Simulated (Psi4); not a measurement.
**BCl2F (SMILES FB(Cl)Cl) at MP2/6-311++G(2d,2p) (density fitting, density fitting for correlation, sweep point 8)**

What is the vertical ionisation energy of BCl2F at MP2/6-311++G(2d,2p) (density fitting, density fitting for correlation, sweep point 8)? The job is set up through a Python script.

The results are computed with Psi4 1.11.

## 1. The structure to begin with

BCl2F has 4 atoms, charge 0, and is taken as a singlet. As SMILES, `FB(Cl)Cl`. Geometry: relaxed at GFN2-xTB.

Bond lengths: B1–Cl2 1.712 Å, B1–Cl3 1.712 Å, B1–F4 1.323 Å. Angles: Cl2–B1–Cl3 123.6°, Cl2–B1–F4 118.2°, Cl3–B1–F4 118.2°.

## 2. The energy at MP2/6-311++G(2d,2p) (density fitting, density fitting for correlation, sweep point 8)

Contents of bcl2f.py:

```python
import psi4

psi4.set_memory('1600 MB')
psi4.set_num_threads(1)
psi4.set_output_file('output.dat', False)

mol = psi4.geometry("""
0 1
B     -0.037880    -0.063210    -0.000480
Cl     1.671570    -0.146640     0.013750
Cl    -0.914230     1.407130    -0.016990
F     -0.719460    -1.197280     0.003720
symmetry c1
""")

options = {'basis': '6-311++G(2d,2p)', 'puream': True, 'scf_type': 'df', 'num_frozen_docc': 12}
psi4.set_options(options)

result = psi4.energy('mp2', molecule=mol)
print(f'total energy {result:.8f} hartree = {result * 27.211386:.5f} eV')
```

On the command line:

```bash
$ python bcl2f.py
```

output.dat:

```text
[...]
  Running in c1 symmetry.
[...]
  Nuclear repulsion =  183.247378343285163
[...]
  Multiplicity = 1
[...]
  Nalpha       = 24
  Nbeta        = 24
[...]
    Number of basis functions: 124
[...]
   @DF-RHF iter   1: -1043.28136334984765   -4.04350e-01   2.88445e-03 DIIS/ADIIS
[...]
   @DF-RHF iter  11: -1043.32898406306731   -1.04592e-11   6.36173e-09 DIIS
[...]
    Orbital Energies [Eh]
    ---------------------
    Doubly Occupied:
       1A   -104.861364     2A   -104.861330     3A    -26.335303
       4A    -10.590443     5A    -10.590401     6A     -8.058758
       7A     -8.058717     8A     -8.056148     9A     -8.056108
      10A     -8.055788    11A     -8.055749    12A     -7.776903
      13A     -1.650714    14A     -1.169460    15A     -1.131002
      16A     -0.813123    17A     -0.731022    18A     -0.711278
      19A     -0.670737    20A     -0.572595    21A     -0.530111
      22A     -0.515519    23A     -0.488618    24A     -0.475009
[...]
  @DF-RHF Final Energy: -1043.32898406306731
   => Energetics <=
    Nuclear Repulsion Energy =            183.2473783432851633
    One-Electron Energy =               -1807.5203243806911360
    Two-Electron Energy =                 580.9439619743386629
    Total Energy =                      -1043.3289840630673098
[...]
 Multipole Moments:
 ------------------------------------------------------------------------------------
     Multipole            Electronic (a.u.)      Nuclear  (a.u.)        Total (a.u.)
 ------------------------------------------------------------------------------------
 L = 1.  Multiply by 2.5417464519 to convert [e a0] to [Debye]
 Dipole X            :         -0.3594869            0.4839588            0.1244720
 Dipole Y            :         -0.5994390            0.8055345            0.2060955
 Dipole Z            :          0.0003352           -0.0018725           -0.0015373
 Magnitude           :                                                    0.2407716
[...]
```

The script printed:

```text
total energy -1043.95028635 hartree = -28407.33421 eV
```

Wall time 2.1 s (1 thread of AMD EPYC 9R45 (Zen 5), shared host); peak memory 0.26 GiB.

## 3. The doublet cation, same level

Contents of job.py:

```python
import psi4

psi4.set_memory('1600 MB')
psi4.set_num_threads(1)
psi4.core.set_output_file('output.dat', False)

m = psi4.geometry("""
1 2
B     -0.037880    -0.063210    -0.000480
Cl     1.671570    -0.146640     0.013750
Cl    -0.914230     1.407130    -0.016990
F     -0.719460    -1.197280     0.003720
units angstrom
symmetry c1
""")

psi4.set_options({
    'basis': '6-311++G(2d,2p)',
    'reference': 'uhf',
    'puream': True,
    'scf_type': 'df',
    'num_frozen_docc': 12,
    'maxiter': 150,
})

result, w = psi4.energy("mp2", molecule=m, return_wfn=True)
print('E =', round(result, 9))
```

On the command line:

```bash
$ python job.py
```

output.dat:

```text
[...]
  Running in c1 symmetry.
[...]
  Nuclear repulsion =  183.247378343285163
[...]
  Multiplicity = 2
[...]
  Nalpha       = 24
  Nbeta        = 23
[...]
    Number of basis functions: 124
[...]
   @DF-UHF iter   1: -1042.81697669588834    6.00362e-02   3.06345e-03 DIIS/ADIIS
[...]
   @DF-UHF iter  22: -1042.89127465658294   -2.72848e-10   9.60941e-09 DIIS
[...]
   @S^2 Observed:                7.861529959E-01
[...]
    Orbital Energies [Eh]
    ---------------------
    Alpha Occupied:
       1A   -105.180710     2A   -105.180530     3A    -26.550730
       4A    -10.905385     5A    -10.905201     6A     -8.383611
       7A     -8.383416     8A     -8.369703     9A     -8.369522
      10A     -8.367552    11A     -8.367373    12A     -8.027414
      13A     -1.861762    14A     -1.472955    15A     -1.438549
      16A     -1.032912    17A     -0.959287    18A     -0.950142
      19A     -0.921341    20A     -0.837012    21A     -0.822962
      22A     -0.802733    23A     -0.801109    24A     -0.772172
    Alpha Virtual:
      25A     -0.128287    26A     -0.106367    27A     -0.065144
[...]
  @DF-UHF Final Energy: -1042.89127465658294
   => Energetics <=
    Nuclear Repulsion Energy =            183.2473783432851633
    One-Electron Energy =               -1794.2351047938432202
    Two-Electron Energy =                 568.0964517939752341
    Total Energy =                      -1042.8912746565829366
  UHF NO Occupations:
  HONO-2 :   22  A 1.9984315
  HONO-1 :   23  A 1.9852111
[...]
 Multipole Moments:
 ------------------------------------------------------------------------------------
     Multipole            Electronic (a.u.)      Nuclear  (a.u.)        Total (a.u.)
 ------------------------------------------------------------------------------------
 L = 1.  Multiply by 2.5417464519 to convert [e a0] to [Debye]
 Dipole X            :         -0.0536893            0.4839588            0.4302695
 Dipole Y            :         -0.0927065            0.8055345            0.7128280
 Dipole Z            :         -0.0012826           -0.0018725           -0.0031551
 Magnitude           :                                                    0.8326257
[...]
```

On the terminal:

```text
E = -1043.499757023
```

It took 3.6 s on 1 thread of AMD EPYC 9R45 (Zen 5), shared host; peak memory 0.26 GiB.

## 4. Outcome

At MP2/6-311++G(2d,2p) (density fitting, density fitting for correlation, sweep point 8), 12 core orbitals frozen:

| quantity | value |
| --- | --- |
| singlet BCl2F: total energy | -1043.95029 Eh |
| singlet BCl2F: HOMO energy (Hartree–Fock orbitals) | -12.93 eV |
| singlet BCl2F: LUMO energy (Hartree–Fock orbitals) | 1.27 eV |
| singlet BCl2F: HOMO–LUMO gap (Hartree–Fock orbitals) | 14.20 eV |
| singlet BCl2F: correlation energy (12 core orbitals frozen) | -621.3 mEh |
| doublet cation: total energy | -1043.49976 Eh |
| doublet cation: HOMO energy (Hartree–Fock orbitals) (highest over α and β) | -17.99 eV |
| doublet cation: LUMO energy (Hartree–Fock orbitals) (lowest over α and β) | -10.91 eV |
| doublet cation: correlation energy (12 core orbitals frozen) | -608.5 mEh |
| doublet cation: ⟨S²⟩ of the reference determinant | 0.786 |
| vertical ionisation energy (to the doublet cation) | 12.260 eV |

In words: Removing an electron at fixed nuclei costs 12.26 eV (1183 kJ/mol).
